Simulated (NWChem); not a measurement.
# CHBCl2N (SMILES [N]=CB(Cl)Cl) at 3 levels

Aim: a comparison of 3 runs (UHF/STO-3G, UHF/3-21G, UB3LYP/6-31G*) of CHBCl2N. 

Program for the calculation: NWChem 7.3.0.

**1. The molecule**

CHBCl2N has 6 atoms, charge 0, and is taken as a doublet. SMILES: `[N]=CB(Cl)Cl`. The coordinates come from a GFN2-xTB relaxation.

Bond lengths: N1–C2 1.221 Å, C2–B3 1.608 Å, B3–Cl4 1.697 Å, B3–Cl5 1.711 Å, C2–H6 1.102 Å. Angles: N1–C2–B3 125.9°, C2–B3–Cl4 120.5°, C2–B3–Cl5 118.6°, Cl4–B3–Cl5 120.9°, N1–C2–H6 121.0°, B3–C2–H6 113.1°.

**2. Energy and gradient at UHF/STO-3G (run 1)**

Input file test.xyz:

```xyz
6
CHBCl2N hf
N     -0.555530    -1.024250     1.493430
C     -0.194990    -0.037930     0.870280
B      0.149890     0.011990    -0.699060
Cl    -0.029530    -1.371740    -1.665500
Cl     0.701870     1.486220    -1.369830
H     -0.071720     0.935720     1.370680
```

Input file test.nw:

```
echo
start test
title "CHBCl2N hf"
memory stack 880 mb heap 220 mb global 1100 mb

geometry units angstrom noautosym nocenter noautoz
 load test.xyz
end

basis spherical bse
 N library STO-3G
 C library STO-3G
 B library STO-3G
 Cl library STO-3G
 H library STO-3G
end

scf
 doublet
 uhf
 thresh 1e-08
 maxiter 80
 print medium
end

task scf gradient
```

Command:

```sh
nwchem test.nw > test.out
```

What it wrote:

```text
[...]
  functions       =    34
[...]
  wavefunction    = UHF
[...]
         Total SCF energy =  -1025.293211244575
      One electron energy =  -1861.615131479448
      Two electron energy =    612.235215174139
 Nuclear repulsion energy =    224.086705060734
                       Sz =      0.5000
                 Sz(Sz+1) =      0.7500
                      S^2 =      1.0224
[...]
                         UHF ENERGY GRADIENTS
    atom               coordinates                        gradient
                 x          y          z           x          y          z
   1 N      -1.049799  -1.935552   2.822173    0.049644   0.136512  -0.084454
   2 C      -0.368478  -0.071677   1.644591   -0.056613  -0.149303   0.103317
   3 B       0.283251   0.022658  -1.321032    0.012783   0.001014  -0.060520
   4 Cl     -0.055804  -2.592213  -3.147339    0.005810   0.043278   0.029208
   5 Cl      1.326342   2.808549  -2.588603   -0.013744  -0.037964   0.015573
   6 H      -0.135531   1.768254   2.590210    0.002120   0.006464  -0.003124
[...]
```

It took 5.7 s on 1 thread of Intel Xeon Platinum 8488C (Sapphire Rapids), shared host; peak memory 0.099 GiB.

**3. Energy and forces at UHF/3-21G (run 2)**

Input file a.xyz:

```xyz
6

N     -0.555530    -1.024250     1.493430
C     -0.194990    -0.037930     0.870280
B      0.149890     0.011990    -0.699060
Cl    -0.029530    -1.371740    -1.665500
Cl     0.701870     1.486220    -1.369830
H     -0.071720     0.935720     1.370680
```

Input file run.py:

```python
from ase.io import read
from ase.calculators.nwchem import NWChem

system = read('a.xyz')

calc = NWChem(
    label='a',
    theory='scf',
    memory='2200 mb',
    basis='3-21G',
    basispar='spherical bse',
    scf={'nopen': '1', 'uhf': None, 'thresh': '1e-08', 'maxiter': '80', 'print': 'low'},
)
system.calc = calc

forces = system.get_forces()
print("Total energy (eV):", round(system.get_potential_energy(), 6))
print("forces (eV/A):")
for s, f in zip(system.symbols, forces):
    print(f"{s:2s} {f[0]:10.5f} {f[1]:10.5f} {f[2]:10.5f}")
```

Command:

```sh
export ASE_NWCHEM_COMMAND="nwchem PREFIX.nwi > PREFIX.nwo"
python run.py
```

What it wrote:

```text
Total energy (eV): -28069.708294
forces (eV/A):
N    -1.09210   -3.01544    1.81201
C     1.49355    3.86920   -2.76589
B    -0.64668   -0.25217    2.80261
Cl   -0.24559   -1.85922   -1.26663
Cl    0.60879    1.72938   -0.64344
H    -0.11801   -0.47175    0.06135
```

The calculator wrote a.nwi:

```
title "a"

permanent_dir a

scratch_dir a

start a

geometry units angstrom nocenter noautosym noautoz
  N  -5.5552999999999997e-01 -1.0242500000000001e+00 1.4934300000000000e+00
  C  -1.9499000000000000e-01 -3.7929999999999998e-02 8.7028000000000005e-01
  B  1.4989000000000000e-01 1.1990000000000001e-02 -6.9906000000000001e-01
  Cl -2.9530000000000001e-02 -1.3717400000000000e+00 -1.6655000000000000e+00
  Cl 7.0186999999999999e-01 1.4862200000000001e+00 -1.3698300000000001e+00
  H  -7.1720000000000006e-02 9.3572000000000000e-01 1.3706799999999999e+00
end

memory 2200 mb

basis spherical bse noprint
   * library 3-21G
end

scf
  nopen 1
  uhf
  thresh 1e-08
  maxiter 80
  print low
end

task scf gradient
```

a.nwo:

```text
Northwest Computational Chemistry Package (NWChem) 7.3.0
             --------------------------------------------------------

           Job information
           ---------------

    nwchem branch   = 7.3.0
    use scalapack   = T
    input           = a.nwi
    prefix          = a.
    data base       = a/a.db
    status          = startup
    nproc           =        1

           Memory information
           ------------------

    heap     =     72089596 doubles =      550.0 Mbytes
    stack    =     72089601 doubles =      550.0 Mbytes
    global   =    144179200 doubles =     1100.0 Mbytes (distinct from heap & stack)
    total    =    288358397 doubles =     2200.0 Mbytes
    verify   = yes
    hardfail = no

           Directory information
           ---------------------

  0 permanent = a
  0 scratch   = a

                                NWChem Input Module
                                -------------------

                                         a
                                         -

[... 28 lines left out ...]
            Nuclear Dipole moment (a.u.)
[... 62 lines left out ...]
 Forming initial guess at       0.0s

 Starting SCF solution at       0.1s

       Final UHF  results
       ------------------

         Total SCF energy =  -1031.542761878404
      One electron energy =  -1868.160264616806
      Two electron energy =    612.530797677669
 Nuclear repulsion energy =    224.086705060733

                       Sz =      0.5000
                 Sz(Sz+1) =      0.7500
                      S^2 =      0.9601

        Time for solution =      4.0s

                              NWChem Gradients Module
                              -----------------------

                         UHF ENERGY GRADIENTS

    atom               coordinates                        gradient
                 x          y          z           x          y          z
   1 N      -1.049799  -1.935552   2.822173    0.021238   0.058641  -0.035238
   2 C      -0.368478  -0.071677   1.644591   -0.029045  -0.075244   0.053788
   3 B       0.283251   0.022658  -1.321032    0.012576   0.004904  -0.054502
   4 Cl     -0.055804  -2.592213  -3.147339    0.004776   0.036156   0.024632
   5 Cl      1.326342   2.808549  -2.588603   -0.011839  -0.033631   0.012513
   6 H      -0.135531   1.768254   2.590210    0.002295   0.009174  -0.001193

 Task  times  cpu:        4.8s     wall:        4.8s
 Total times  cpu:        4.8s     wall:        4.8s
```

Run time: 6 s. Hardware: 1 thread of Intel Xeon Platinum 8488C (Sapphire Rapids), shared host; peak memory 0.098 GiB.

**4. Energy and forces at UB3LYP/6-31G(d) (Cartesian functions) (run 3)**

Input file run.py:

```python
from ase import Atoms
from ase.calculators.nwchem import NWChem

atoms = Atoms(['N', 'C', 'B', 'Cl', 'Cl', 'H'], positions=[
    [-0.555530, -1.024250, 1.493430],
    [-0.194990, -0.037930, 0.870280],
    [0.149890, 0.011990, -0.699060],
    [-0.029530, -1.371740, -1.665500],
    [0.701870, 1.486220, -1.369830],
    [-0.071720, 0.935720, 1.370680],
])

calc = NWChem(
    label='work',
    theory='dft',
    memory='2200 mb',
    basis='6-31G*',
    dft={'xc': 'b3lyp', 'mult': '2', 'grid': 'xfine', 'convergence': 'energy 1e-08', 'iterations': '100', 'mulliken': None, 'print': 'low'},
)
atoms.calc = calc

forces = atoms.get_forces()
print("Total energy (eV):", round(atoms.get_potential_energy(), 6))
print("forces (eV/A):")
for s, f in zip(atoms.symbols, forces):
    print(f"{s:2s} {f[0]:10.5f} {f[1]:10.5f} {f[2]:10.5f}")
```

Command:

```sh
export ASE_NWCHEM_COMMAND="nwchem PREFIX.nwi > PREFIX.nwo"
python run.py
```

What it wrote:

```text
Total energy (eV): -28264.924043
forces (eV/A):
N    -0.66808   -1.87037    1.10398
C     0.80548    2.00438   -1.62309
B    -0.33419   -0.17484    1.40917
Cl   -0.16023   -1.20215   -0.81509
Cl    0.38258    1.09339   -0.38675
H    -0.02556    0.14959    0.31177
```

The calculator wrote work.nwi:

```
title "work"

permanent_dir work

scratch_dir work

start work

geometry units angstrom nocenter noautosym noautoz
  N  -5.5552999999999997e-01 -1.0242500000000001e+00 1.4934300000000000e+00
  C  -1.9499000000000000e-01 -3.7929999999999998e-02 8.7028000000000005e-01
  B  1.4989000000000000e-01 1.1990000000000001e-02 -6.9906000000000001e-01
  Cl -2.9530000000000001e-02 -1.3717400000000000e+00 -1.6655000000000000e+00
  Cl 7.0186999999999999e-01 1.4862200000000001e+00 -1.3698300000000001e+00
  H  -7.1720000000000006e-02 9.3572000000000000e-01 1.3706799999999999e+00
end

memory 2200 mb

basis noprint
   * library 6-31G*
end

dft
  xc b3lyp
  mult 2
  grid xfine
  convergence energy 1e-08
  iterations 100
  mulliken
  print low
end

task dft gradient
```

work.nwo, shortened:

```text
[...]
         Total DFT energy =    -1038.716808384864
      One electron energy =    -1875.170310525843
           Coulomb energy =      685.642613559742
    Exchange-Corr. energy =      -73.275816479497
 Nuclear repulsion energy =      224.086705060733
[... 48 lines left out ...]
    Atom       Charge   Shell Charges
 -----------   ------   -------------------------------------------------------
[...]
      <S2> =      0.7595 (Exact =     0.7500)
                         DFT ENERGY GRADIENTS
    atom               coordinates                        gradient
                 x          y          z           x          y          z
   1 N      -1.049799  -1.935552   2.822173    0.012992   0.036373  -0.021469
   2 C      -0.368478  -0.071677   1.644591   -0.015664  -0.038979   0.031564
   3 B       0.283251   0.022658  -1.321032    0.006499   0.003400  -0.027404
   4 Cl     -0.055804  -2.592213  -3.147339    0.003116   0.023378   0.015851
   5 Cl      1.326342   2.808549  -2.588603   -0.007440  -0.021263   0.007521
   6 H      -0.135531   1.768254   2.590210    0.000497  -0.002909  -0.006063
 Task  times  cpu:       53.7s     wall:       53.7s
 Total times  cpu:       53.7s     wall:       53.7s
```

Wall time 55 s (1 thread of Intel Xeon Platinum 8488C (Sapphire Rapids), shared host); peak memory 0.14 GiB.

**5. All runs side by side**

```tsv
run	level	Cartesian functions	iteration cap	energy (Eh)	⟨S²⟩	largest force (eV/Å)	wall time
1	UHF/STO-3G	no	80	-1025.293211	1.022	9.780	5.7 s
2	UHF/3-21G	no	80	-1031.542762	0.960	4.985	6 s
3	UB3LYP/6-31G* (Cartesian functions)	yes	100	-1038.716808	0.759	2.702	55 s
```

**6. What came out**

| quantity | value |
| --- | --- |
| run 3: total energy | -1038.71681 Eh |
| run 3: ⟨S²⟩ | 0.759 |
| run 3: largest force on an atom | 2.702 eV/Å |

**Reading.** In run 1 the basis is minimal, so the values are rough. Spin contamination of the reference: run 1 ⟨S²⟩ = 1.02, run 2 ⟨S²⟩ = 0.96. All runs together took 67 s, the longest 55 s.
